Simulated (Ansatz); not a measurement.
**GeH− (singlet): wave-function methods side by side at distance Ge1–H2 = 3.039 Å, aug-cc-pVTZ**

The task here is to estimate one member of a computed series from the others.

Program: Ansatz 0.2.0, Gaussian basis. Level of theory: aug-cc-pVTZ, core rule «outside noble gas», up to 14 orbitals frozen. These are calculated values, not measurements.

The runs, in order: UHF; CCSD(T) on RHF; CCSD(T) on UHF; BCCD(T) on RHF; CCSDT(Q) on RHF; CASSCF and NEVPT2, 6 electrons in 5 orbitals.

3 further runs of the same task are left out: 3 that didn't finish.

**The geometry**

The geometry derives from a PBE0/def2-TZVPD stationary point (not a proven minimum). One bond is set to the value named and the two fragments are kept rigid. No spin-orbit coupling is included. The filled d shell of Ge may be among the frozen orbitals whatever the setting's name suggests; the logs give the count.

2 atoms, charge -1, spin multiplicity 1.

Atoms are counted from 1 here; the program's logs count them from 0.

No contacts short enough for the rule that draws bonds.

Set-up of the first run:

File in.yaml:

```yaml
crystal:
  periodic: [false, false, false]
  atoms:
    - {symbol: Ge, position_ang: [0.000000, 0.000000, 0.000000]}
    - {symbol: H, position_ang: [0.000000, 0.000000, 3.039000]}
basis:
  gaussian: {orbitals: aug-cc-pVTZ}
total_charge: -1
magnetization: {spin_polarized: true, initial_magnetization: 0}
hamiltonian: {xc: hf}
output: {orbitals: {seedname: orbitals}}
```

Launch:

```bash
$ ansatz run in.yaml --threads 1 --pin off --events-out ev --progress --plain --max-ram 3956MiB --backend cpu
```

Among the steps run: UHF; CCSD(T) on RHF; CCSD(T) on UHF; BCCD(T) on RHF; CCSDT(Q) on RHF; CASSCF and NEVPT2, 6 electrons in 5 orbitals.

One of the session's tables, all rows but one given; the rest of the session is left out.

```
        method  from RCCSDT(Q) (meV)
           RHF               +4179.5
           UHF                     ?
          RMP2               +1375.4
          UMP2                +817.1
         RCCSD                +443.1
         UCCSD                -145.7
      RCCSD(T)                +207.7
      UCCSD(T)                -367.5
       BCCD(T)                +212.5
        RCCSDT                 +56.1
     RCCSDT(Q)                     0
CASSCF valence               +2809.9
NEVPT2 valence                +772.6
```

Q: Estimate the row for UHF from the others.

As computed: from RCCSDT(Q) (meV): +2743.2. In the column «from RCCSDT(Q) (meV)» it lies between RMP2 (+1375.4) and CASSCF valence (+2809.9).

The program flags UCCSD(T), RCCSDT(Q) as in doubt (see the logs), so the zero of the table is itself unsure.

To keep in mind: The determinant is far from a pure spin state, so its energy mixes those of several spin states (harmless only where they are near-degenerate, as at dissociation). The report flags that the cluster equations may have other roots. The program flags UCCSD(T), RCCSDT(Q) as in doubt, so the zero of the table is itself unsure. Warnings: restricted reference is unstable; spin contamination; large T1 diagnostic. Restricted and unrestricted rows rest on different reference determinants; where their highest levels disagree by more than a few hundredths of an eV, they describe different states and don't form one ladder.
